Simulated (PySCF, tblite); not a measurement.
# C6H8GeO2: infrared bands, NMR shifts, electronic excitations and core binding energies in gas and solvents, part 2 of 3

tblite 0.8.0 and PySCF 2.14.0. Atoms count from 0. The steps go on from the part before.

### Step 7. Shielding tensors: KT3/pcSseg-1

The job: settings as JSON, then the geometry in Å.

```
{"job": {"kind": "nmr", "xc": "KT3", "basis": "pcSseg-1", "pop": false}, "charge": 0, "multiplicity": 1}
C      3.308857     0.136797     0.329134
O      1.929804    -0.118440     0.518524
C      1.112687     0.384743    -0.411235
O      1.500620     1.025314    -1.357148
C     -0.318577     0.068417    -0.154285
C     -0.765611    -0.647975     0.900910
Ge    -2.705136    -0.754041     0.743404
C     -2.614719     0.290932    -0.891779
C     -1.319839     0.574466    -1.123710
H      3.514499     1.217497     0.350343
H      3.831240    -0.364198     1.152352
H      3.652239    -0.259514    -0.637956
H     -0.085537    -1.049705     1.652881
H     -3.229752    -2.189731     0.567166
H     -3.450348    -0.077350     1.907026
H     -3.419148     0.620452    -1.551563
H     -0.957179     1.152638    -1.978915
```

With the program's defaults for keys left out, this is: GIAO KT3/pcSseg-1 NMR shielding, non-relativistic, gas phase.

Standard output:

```text
coarse grid: 68632 points
cycle   1  E = -2474.1750501270  dE =  6.535e-01  |g| = 1.196e+00  |ddm| = 4.114e+00
cycle   2  E = -2473.1831465039  dE =  9.919e-01  |g| = 2.392e+00  |ddm| = 3.703e+00
cycle   3  E = -2474.3145939979  dE = -1.131e+00  |g| = 6.934e-01  |ddm| = 3.306e+00
cycle   4  E = -2474.4105836263  dE = -9.599e-02  |g| = 2.260e-01  |ddm| = 7.343e-01
cycle   5  E = -2474.4178111267  dE = -7.228e-03  |g| = 1.168e-01  |ddm| = 2.288e-01
cycle   6  E = -2474.4206708012  dE = -2.860e-03  |g| = 4.573e-02  |ddm| = 1.471e-01
cycle   7  E = -2474.4212669396  dE = -5.961e-04  |g| = 1.559e-02  |ddm| = 5.624e-02
cycle   8  E = -2474.4213220327  dE = -5.509e-05  |g| = 3.177e-03  |ddm| = 1.641e-02
cycle   9  E = -2474.4213242314  dE = -2.199e-06  |g| = 1.816e-03  |ddm| = 4.920e-03
final grid: 145680 points
cycle  10  E = -2474.4213570161  dE =  5.274e-06  |g| = 4.697e-03  |ddm| = 6.238e-03
cycle  11  E = -2474.4213159899  dE =  4.103e-05  |g| = 1.290e-02  |ddm| = 1.606e-02
cycle  12  E = -2474.4213631354  dE = -4.715e-05  |g| = 6.577e-04  |ddm| = 1.196e-02
cycle  13  E = -2474.4213632290  dE = -9.366e-08  |g| = 1.010e-04  |ddm| = 5.437e-04
cycle  14  E = -2474.4213632312  dE = -2.156e-09  |g| = 2.069e-05  |ddm| = 9.444e-05
cycle  15  E = -2474.4213632313  dE = -8.822e-11  |g| = 6.200e-06  |ddm| = 2.111e-05
converged SCF energy = -2474.4213632313

GIAO shielding tensors (ppm)
atom      isotropic    diamagn.    paramagn.     s11        s22        s33       span
  0 C      130.839     240.800    -109.961    102.286    115.562    174.670     72.384
  1 O      150.686     403.369    -252.683    -16.240    233.653    234.646    250.887
  2 C       27.762     252.949    -225.187    -57.972     70.412     70.847    128.819
  3 O      -67.307     404.850    -472.156   -305.403   -202.622    306.105    611.508
  4 C       38.969     258.998    -220.029    -53.560     56.911    113.557    167.118
  5 C       50.149     251.920    -201.772    -43.914     25.932    168.427    212.341
  6 Ge    1465.879    2759.493   -1293.613   1309.428   1489.076   1599.133    289.705
  7 C       61.064     260.399    -199.335    -30.702     50.631    163.262    193.964
  8 C       40.138     247.855    -207.718    -64.349     49.042    135.720    200.069
  9 H       27.527      27.455       0.073     23.911     25.245     33.426      9.515
 10 H       27.803      27.442       0.361     24.141     26.408     32.861      8.720
 11 H       27.465      27.512      -0.047     23.888     25.245     33.262      9.374
 12 H       24.235      33.446      -9.211     22.460     22.507     27.738      5.278
 13 H       26.625      27.928      -1.303     20.718     21.539     37.619     16.901
 14 H       26.626      27.925      -1.299     20.717     21.539     37.622     16.906
 15 H       25.185      30.409      -5.224     23.860     24.982     26.712      2.853
 16 H       23.789      32.328      -8.540     21.066     22.099     28.201      7.135
```

Run time: 2.5 min. Hardware: 1 thread of Intel Xeon at 2.50GHz, shared host; peak memory 0.95 GiB.

In short: δ C2 154.5, C4 143.3, C8 142.2, C5 132.2, H16 7.53, H12 7.09 ppm.

### Step 8. X-ray photoelectron lines: SCAN, X2C

Settings changed since step 7:

```diff
@@ -1,2 +1,2 @@
-{"job": {"kind": "nmr", "xc": "KT3", "basis": "pcSseg-1", "pop": false}, "charge": 0, "multiplicity": 1}
+{"job": {"kind": "xps"}, "charge": 0, "multiplicity": 1}
 C      3.308857     0.136797     0.329134
```

With the program's defaults for keys left out, this is: delta-SCF UKS SCAN, pcX-2 on the ionised atom, pcseg-1 elsewhere, spin-free X2C.

Standard output:

```text
ground state, core basis on atom 0 (C), 210 functions
  cycle   1  E = -2477.62337051  |g| = 8.68e-01
  cycle   2  E = -2477.12541564  |g| = 1.75e+00
  cycle   3  E = -2477.73778666  |g| = 4.39e-01
  cycle   4  E = -2477.77791469  |g| = 1.16e-01
  cycle   5  E = -2477.77991387  |g| = 5.59e-02
  cycle   6  E = -2477.78062152  |g| = 2.23e-02
  cycle   7  E = -2477.78075674  |g| = 8.38e-03
  cycle   8  E = -2477.78077047  |g| = 1.86e-03
  cycle   9  E = -2477.78077208  |g| = 8.66e-04
  cycle  10  E = -2477.78077623  |g| = 3.29e-04
  E(ground) = -2477.93314445 Eh
hole in C 1s of atom 0
  cycle   1  E = -2466.47869893  |g| = 1.50e+00
  cycle   2  E = -2463.83419644  |g| = 2.44e+00
  cycle   3  E = -2466.41942759  |g| = 1.13e+00
  cycle   4  E = -2466.91070671  |g| = 5.41e-01
  cycle   5  E = -2466.98416798  |g| = 3.23e-01
  cycle   6  E = -2467.01855388  |g| = 1.61e-01
  cycle   7  E = -2467.02927176  |g| = 4.78e-02
  cycle   8  E = -2467.03044281  |g| = 2.09e-02
  cycle   9  E = -2467.03065105  |g| = 9.96e-03
  cycle  10  E = -2467.03070553  |g| = 2.30e-03
  cycle  11  E = -2467.03070830  |g| = 1.56e-03
  cycle  12  E = -2467.03071064  |g| = 1.23e-03
  cycle  13  E = -2467.03070996  |g| = 5.47e-04
  cycle  14  E = -2467.03071251  |g| = 2.44e-04
  E(ion) = -2467.18193802 Eh   <S^2> = 0.7726   hole on atom = 1.000   binding energy = 292.555 eV
ground state, core basis on atom 1 (O), 210 functions
  cycle   1  E = -2477.80808928  |g| = 9.85e-02
  cycle   2  E = -2477.80698228  |g| = 8.64e-02
  cycle   3  E = -2477.80716698  |g| = 8.08e-02
  cycle   4  E = -2477.80828612  |g| = 2.24e-02
  cycle   5  E = -2477.80838916  |g| = 3.33e-03
  cycle   6  E = -2477.80839048  |g| = 1.12e-03
  cycle   7  E = -2477.80839119  |g| = 3.71e-04
  E(ground) = -2477.95983436 Eh
hole in O 1s of atom 1
  cycle   1  E = -2457.15598462  |g| = 2.23e+00
  cycle   2  E = -2453.69529228  |g| = 3.11e+00
  cycle   3  E = -2454.72450082  |g| = 1.75e+00
  cycle   4  E = -2457.61096617  |g| = 7.33e-01
  cycle   5  E = -2457.82269784  |g| = 5.80e-01
  cycle   6  E = -2457.95327499  |g| = 2.63e-01
  cycle   7  E = -2457.98258100  |g| = 1.03e-01
  cycle   8  E = -2457.98763159  |g| = 5.14e-02
  cycle   9  E = -2457.98899446  |g| = 1.84e-02
  cycle  10  E = -2457.98917275  |g| = 4.37e-03
  cycle  11  E = -2457.98918066  |g| = 2.51e-03
  cycle  12  E = -2457.98918300  |g| = 1.23e-03
  cycle  13  E = -2457.98918482  |g| = 6.18e-04
  cycle  14  E = -2457.98918610  |g| = 6.05e-04
  cycle  15  E = -2457.98918550  |g| = 6.18e-04
  cycle  16  E = -2457.98918463  |g| = 6.10e-04
  cycle  17  E = -2457.98918746  |g| = 5.09e-04
  cycle  18  E = -2457.98918347  |g| = 3.87e-04
  E(ion) = -2458.14047219 Eh   <S^2> = 0.7631   hole on atom = 1.000   binding energy = 539.312 eV
ground state, core basis on atom 2 (C), 210 functions
  cycle   1  E = -2477.78594423  |g| = 9.00e-02
  cycle   2  E = -2477.78235028  |g| = 1.53e-01
  cycle   3  E = -2477.78651648  |g| = 3.92e-02
  cycle   4  E = -2477.78666197  |g| = 2.98e-02
  cycle   5  E = -2477.78684882  |g| = 2.72e-03
  cycle   6  E = -2477.78684619  |g| = 1.25e-03
  cycle   7  E = -2477.78684918  |g| = 1.92e-04
  E(ground) = -2477.93999468 Eh
hole in C 1s of atom 2
  cycle   1  E = -2466.41409029  |g| = 1.51e+00
  cycle   2  E = -2463.69917804  |g| = 2.71e+00
  cycle   3  E = -2466.68016351  |g| = 7.11e-01
  cycle   4  E = -2466.39224992  |g| = 9.36e-01
  cycle   5  E = -2466.92748603  |g| = 2.97e-01
  cycle   6  E = -2466.95791058  |g| = 1.97e-01
  cycle   7  E = -2466.97180666  |g| = 1.20e-01
  cycle   8  E = -2466.97821749  |g| = 3.04e-02
  cycle   9  E = -2466.97847753  |g| = 2.03e-02
  cycle  10  E = -2466.97873724  |g| = 4.94e-03
  cycle  11  E = -2466.97876912  |g| = 5.01e-03
  cycle  12  E = -2466.97880055  |g| = 3.54e-03
  cycle  13  E = -2466.97883413  |g| = 2.96e-03
  cycle  14  E = -2466.97886642  |g| = 1.99e-03
  cycle  15  E = -2466.97889121  |g| = 1.48e-03
  cycle  16  E = -2466.97889766  |g| = 1.38e-03
  cycle  17  E = -2466.97890700  |g| = 8.85e-04
  cycle  18  E = -2466.97890953  |g| = 6.80e-04
  cycle  19  E = -2466.97891031  |g| = 5.57e-04
  cycle  20  E = -2466.97891242  |g| = 6.03e-04
  cycle  21  E = -2466.97891402  |g| = 4.11e-04
  E(ion) = -2467.13063863 Eh   <S^2> = 0.8349   hole on atom = 1.000   binding energy = 294.138 eV
ground state, core basis on atom 3 (O), 210 functions
  cycle   1  E = -2477.80735035  |g| = 9.93e-02
  cycle   2  E = -2477.80536899  |g| = 1.10e-01
  cycle   3  E = -2477.80629567  |g| = 8.42e-02
  cycle   4  E = -2477.80763528  |g| = 1.14e-02
  cycle   5  E = -2477.80767037  |g| = 3.26e-03
  cycle   6  E = -2477.80767285  |g| = 5.61e-04
  cycle   7  E = -2477.80767624  |g| = 2.44e-04
  E(ground) = -2477.95823372 Eh
hole in O 1s of atom 3
  cycle   1  E = -2457.21716465  |g| = 2.22e+00
  cycle   2  E = -2456.05563611  |g| = 2.42e+00
  cycle   3  E = -2457.67416394  |g| = 8.30e-01
  cycle   4  E = -2457.81282391  |g| = 6.46e-01
  cycle   5  E = -2458.02929380  |g| = 2.26e-01
  cycle   6  E = -2458.05272957  |g| = 1.34e-01
  cycle   7  E = -2458.06066084  |g| = 4.34e-02
  cycle   8  E = -2458.06154423  |g| = 1.69e-02
  cycle   9  E = -2458.06172339  |g| = 4.96e-03
  cycle  10  E = -2458.06173309  |g| = 2.87e-03
  cycle  11  E = -2458.06173867  |g| = 1.39e-03
  cycle  12  E = -2458.06174399  |g| = 1.07e-03
  cycle  13  E = -2458.06174606  |g| = 1.08e-03
  cycle  14  E = -2458.06174600  |g| = 1.08e-03
  cycle  15  E = -2458.06174653  |g| = 1.08e-03
  cycle  16  E = -2458.06173347  |g| = 1.00e-03
  cycle  17  E = -2458.06173130  |g| = 9.08e-04
  cycle  18  E = -2458.06172490  |g| = 9.52e-04
  cycle  19  E = -2458.06172197  |g| = 7.99e-04
  cycle  20  E = -2458.06172096  |g| = 5.65e-04
  cycle  21  E = -2458.06172117  |g| = 3.40e-04
  E(ion) = -2458.21324712 Eh   <S^2> = 0.7662   hole on atom = 1.000   binding energy = 537.288 eV
ground state, core basis on atom 4 (C), 210 functions
  cycle   1  E = -2477.78137663  |g| = 8.88e-02
  cycle   2  E = -2477.77586212  |g| = 1.78e-01
  cycle   3  E = -2477.78206205  |g| = 3.37e-02
  cycle   4  E = -2477.78222738  |g| = 2.02e-02
  cycle   5  E = -2477.78231843  |g| = 3.61e-03
  cycle   6  E = -2477.78231923  |g| = 1.05e-03
  cycle   7  E = -2477.78232161  |g| = 3.06e-04
  E(ground) = -2477.93565554 Eh
hole in C 1s of atom 4
  cycle   1  E = -2466.50394146  |g| = 1.52e+00
  cycle   2  E = -2464.50258392  |g| = 2.49e+00
  cycle   3  E = -2466.84525800  |g| = 6.69e-01
  cycle   4  E = -2466.83834425  |g| = 7.08e-01
  cycle   5  E = -2467.06248084  |g| = 2.48e-01
  cycle   6  E = -2467.09051019  |g| = 9.71e-02
  cycle   7  E = -2467.09411500  |g| = 3.77e-02
  cycle   8  E = -2467.09484973  |g| = 1.79e-02
  cycle   9  E = -2467.09514900  |g| = 1.01e-02
  cycle  10  E = -2467.09531590  |g| = 7.61e-03
  cycle  11  E = -2467.09552631  |g| = 7.47e-03
  cycle  12  E = -2467.09573298  |g| = 6.41e-03
  cycle  13  E = -2467.09597734  |g| = 5.11e-03
  cycle  14  E = -2467.09603217  |g| = 3.07e-03
  cycle  15  E = -2467.09607930  |g| = 2.62e-03
  cycle  16  E = -2467.09608504  |g| = 1.63e-03
  cycle  17  E = -2467.09608565  |g| = 9.20e-04
  cycle  18  E = -2467.09608851  |g| = 7.50e-04
  cycle  19  E = -2467.09608736  |g| = 3.13e-04
  E(ion) = -2467.24800151 Eh   <S^2> = 0.9063   hole on atom = 1.000   binding energy = 290.826 eV
ground state, core basis on atom 5 (C), 210 functions
  cycle   1  E = -2477.78200755  |g| = 6.01e-02
  cycle   2  E = -2477.78138804  |g| = 5.35e-02
  cycle   3  E = -2477.78141928  |g| = 5.06e-02
  cycle   4  E = -2477.78213075  |g| = 1.05e-02
  cycle   5  E = -2477.78215785  |g| = 3.40e-03
  cycle   6  E = -2477.78216299  |g| = 6.26e-04
  cycle   7  E = -2477.78215950  |g| = 2.33e-04
  E(ground) = -2477.93523529 Eh
hole in C 1s of atom 5
  cycle   1  E = -2466.51848413  |g| = 1.52e+00
  cycle   2  E = -2465.03787233  |g| = 2.21e+00
  cycle   3  E = -2466.91576459  |g| = 6.27e-01
  cycle   4  E = -2466.92938841  |g| = 6.21e-01
  cycle   5  E = -2467.11232844  |g| = 2.12e-01
  cycle   6  E = -2467.12528369  |g| = 1.14e-01
  cycle   7  E = -2467.13134228  |g| = 3.78e-02
  cycle   8  E = -2467.13211190  |g| = 1.30e-02
  cycle   9  E = -2467.13228825  |g| = 6.79e-03
  cycle  10  E = -2467.13238134  |g| = 5.44e-03
  cycle  11  E = -2467.13249865  |g| = 5.47e-03
  cycle  12  E = -2467.13260992  |g| = 3.43e-03
  cycle  13  E = -2467.13265081  |g| = 1.80e-03
  cycle  14  E = -2467.13265088  |g| = 1.00e-03
  cycle  15  E = -2467.13265267  |g| = 6.32e-04
  cycle  16  E = -2467.13265272  |g| = 1.58e-04
  E(ion) = -2467.28469071 Eh   <S^2> = 0.8538   hole on atom = 1.000   binding energy = 289.816 eV
ground state, core basis on atom 7 (C), 210 functions
  cycle   1  E = -2477.78254151  |g| = 5.84e-02
  cycle   2  E = -2477.78207148  |g| = 4.50e-02
  cycle   3  E = -2477.78180880  |g| = 5.34e-02
  cycle   4  E = -2477.78264323  |g| = 8.27e-03
  cycle   5  E = -2477.78265372  |g| = 2.70e-03
  cycle   6  E = -2477.78265397  |g| = 4.78e-04
  E(ground) = -2477.93553822 Eh
hole in C 1s of atom 7
  cycle   1  E = -2466.53048068  |g| = 1.52e+00
  cycle   2  E = -2464.04157406  |g| = 2.37e+00
  cycle   3  E = -2466.58590006  |g| = 1.05e+00
  cycle   4  E = -2467.02990614  |g| = 4.59e-01
  cycle   5  E = -2467.04558394  |g| = 4.08e-01
  cycle   6  E = -2467.12712601  |g| = 1.28e-01
  cycle   7  E = -2467.13409441  |g| = 3.58e-02
  cycle   8  E = -2467.13477376  |g| = 1.39e-02
  cycle   9  E = -2467.13491686  |g| = 6.83e-03
  cycle  10  E = -2467.13496806  |g| = 5.01e-03
  cycle  11  E = -2467.13500690  |g| = 3.50e-03
  cycle  12  E = -2467.13503999  |g| = 3.36e-03
  cycle  13  E = -2467.13508398  |g| = 2.29e-03
  cycle  14  E = -2467.13510680  |g| = 1.75e-03
  cycle  15  E = -2467.13511541  |g| = 8.31e-04
  cycle  16  E = -2467.13511560  |g| = 5.17e-04
  cycle  17  E = -2467.13511711  |g| = 3.62e-04
  E(ion) = -2467.28694704 Eh   <S^2> = 0.8254   hole on atom = 1.000   binding energy = 289.763 eV
ground state, core basis on atom 8 (C), 210 functions
  cycle   1  E = -2477.78189803  |g| = 6.01e-02
  cycle   2  E = -2477.78129488  |g| = 5.24e-02
  cycle   3  E = -2477.78141461  |g| = 4.69e-02
  cycle   4  E = -2477.78203365  |g| = 8.55e-03
  cycle   5  E = -2477.78205159  |g| = 2.33e-03
  cycle   6  E = -2477.78205296  |g| = 6.51e-04
  cycle   7  E = -2477.78205294  |g| = 2.12e-04
  E(ground) = -2477.93500360 Eh
hole in C 1s of atom 8
  cycle   1  E = -2466.51812223  |g| = 1.51e+00
  cycle   2  E = -2463.87303033  |g| = 2.43e+00
  cycle   3  E = -2466.64700232  |g| = 9.00e-01
  cycle   4  E = -2466.99849052  |g| = 4.78e-01
  cycle   5  E = -2467.06988026  |g| = 2.67e-01
  cycle   6  E = -2467.09758649  |g| = 1.39e-01
  cycle   7  E = -2467.10562314  |g| = 4.04e-02
  cycle   8  E = -2467.10640532  |g| = 1.95e-02
  cycle   9  E = -2467.10671451  |g| = 1.14e-02
  cycle  10  E = -2467.10693367  |g| = 8.46e-03
  cycle  11  E = -2467.10712958  |g| = 7.91e-03
  cycle  12  E = -2467.10739685  |g| = 7.21e-03
  cycle  13  E = -2467.10762293  |g| = 3.78e-03
  cycle  14  E = -2467.10767411  |g| = 2.82e-03
  cycle  15  E = -2467.10769328  |g| = 1.87e-03
  cycle  16  E = -2467.10769674  |g| = 7.66e-04
  cycle  17  E = -2467.10769688  |g| = 8.46e-04
  cycle  18  E = -2467.10769955  |g| = 2.32e-04
  E(ion) = -2467.25930780 Eh   <S^2> = 0.9074   hole on atom = 1.000   binding energy = 290.500 eV
```

Wall time 10 min (1 thread of Intel Xeon at 2.50GHz, shared host); peak memory 0.8 GiB.

The holes in one table. −ε is the ground-state orbital energy:

```tsv
hole	stands for	environment	ΔSCF (eV)	−ε (eV)	⟨S²⟩
C1s on C0	C0	methyl carbon bonded to O	292.56	275.2	0.773
O1s on O1	O1	ester alkoxy oxygen	539.31	518.0	0.763
C1s on C2	C2	ester carbonyl carbon	294.14	277.1	0.835
O1s on O3	O3	ester carbonyl oxygen	537.29	516.3	0.766
C1s on C4	C4	α carbon of a C=C–C=O unit	290.83 (doubtful)	274.5	0.906
C1s on C5	C5	β carbon of a C=C–C=O unit	289.82 (doubtful)	274.1	0.854
C1s on C7	C7	alkene CH	289.76	273.8	0.825
C1s on C8	C8	alkene CH	290.50 (doubtful)	274.1	0.907
```

Doubtful: the ion did not converge, its hole moved, or its ⟨S²⟩ is well above 0.75.

### Step 9. Shielding tensors: PBE0/pcSseg-1 in acetone

Settings changed since step 8:

```diff
@@ -1,2 +1,2 @@
-{"job": {"kind": "xps"}, "charge": 0, "multiplicity": 1}
+{"job": {"kind": "nmr", "xc": "PBE0", "basis": "pcSseg-1", "solvent": "acetone", "pop": true}, "charge": 0, "multiplicity": 1}
 C      3.308857     0.136797     0.329134
```

Level: GIAO PBE0/pcSseg-1 NMR shielding, non-relativistic, IEF-PCM acetone.

Standard output:

```text
coarse grid: 68632 points
cycle   1  E = -2459.7327155418  dE =  7.758e-01  |g| = 1.210e+00  |ddm| = 4.072e+00
cycle   2  E = -2459.4692703787  dE =  2.634e-01  |g| = 1.679e+00  |ddm| = 1.945e+00
cycle   3  E = -2459.8957072884  dE = -4.264e-01  |g| = 3.351e-01  |ddm| = 1.455e+00
cycle   4  E = -2459.9142132255  dE = -1.851e-02  |g| = 9.930e-02  |ddm| = 2.922e-01
cycle   5  E = -2459.9156205534  dE = -1.407e-03  |g| = 2.881e-02  |ddm| = 7.026e-02
cycle   6  E = -2459.9157574244  dE = -1.369e-04  |g| = 6.396e-03  |ddm| = 2.084e-02
cycle   7  E = -2459.9157635104  dE = -6.086e-06  |g| = 1.748e-03  |ddm| = 5.651e-03
final grid: 145680 points
cycle   8  E = -2459.9158185777  dE =  1.145e-06  |g| = 2.782e-03  |ddm| = 4.006e-03
cycle   9  E = -2459.9158146656  dE =  3.912e-06  |g| = 4.832e-03  |ddm| = 5.988e-03
cycle  10  E = -2459.9158204742  dE = -5.809e-06  |g| = 2.494e-04  |ddm| = 3.930e-03
cycle  11  E = -2459.9158204887  dE = -1.455e-08  |g| = 4.380e-05  |ddm| = 2.351e-04
cycle  12  E = -2459.9158204891  dE = -3.347e-10  |g| = 6.982e-06  |ddm| = 3.518e-05
converged SCF energy = -2459.9158204891

GIAO shielding tensors (ppm)
atom      isotropic    diamagn.    paramagn.     s11        s22        s33       span
  0 C      131.894     241.111    -109.218    101.868    116.478    177.335     75.467
  1 O      152.433     403.432    -250.998    -33.144    238.926    251.517    284.662
  2 C       15.944     251.352    -235.408    -75.427     50.733     72.526    147.954
  3 O      -64.871     405.098    -469.970   -311.683   -206.731    323.799    635.482
  4 C       29.927     260.730    -230.803    -75.215     50.823    114.174    189.389
  5 C       31.778     251.967    -220.190    -79.086      2.216    172.203    251.289
  6 Ge    1460.340    2754.715   -1294.376   1288.910   1490.418   1601.691    312.781
  7 C       47.317     261.556    -214.239    -59.401     33.763    167.589    226.990
  8 C       30.605     249.763    -219.158    -88.917     42.101    138.632    227.549
  9 H       27.391      27.041       0.350     23.685     25.020     33.469      9.784
 10 H       27.306      26.730       0.576     23.237     25.875     32.808      9.571
 11 H       27.344      27.102       0.242     23.665     25.049     33.317      9.652
 12 H       23.424      32.394      -8.970     21.077     21.711     27.483      6.406
 13 H       26.293      27.406      -1.113     20.206     21.062     37.612     17.407
 14 H       26.296      27.407      -1.111     20.208     21.065     37.617     17.409
 15 H       24.503      29.972      -5.469     23.090     24.369     26.049      2.959
 16 H       23.598      31.621      -8.023     20.785     21.640     28.368      7.584
```

Run time: 1.8 min. Hardware: 1 thread of Intel Xeon at 2.50GHz, shared host; peak memory 1.2 GiB.

Key values: δ C2 169.5, C4 155.5, C8 154.8, C5 153.7, H12 7.82, H16 7.64 ppm.

[end of part 2 of 3]
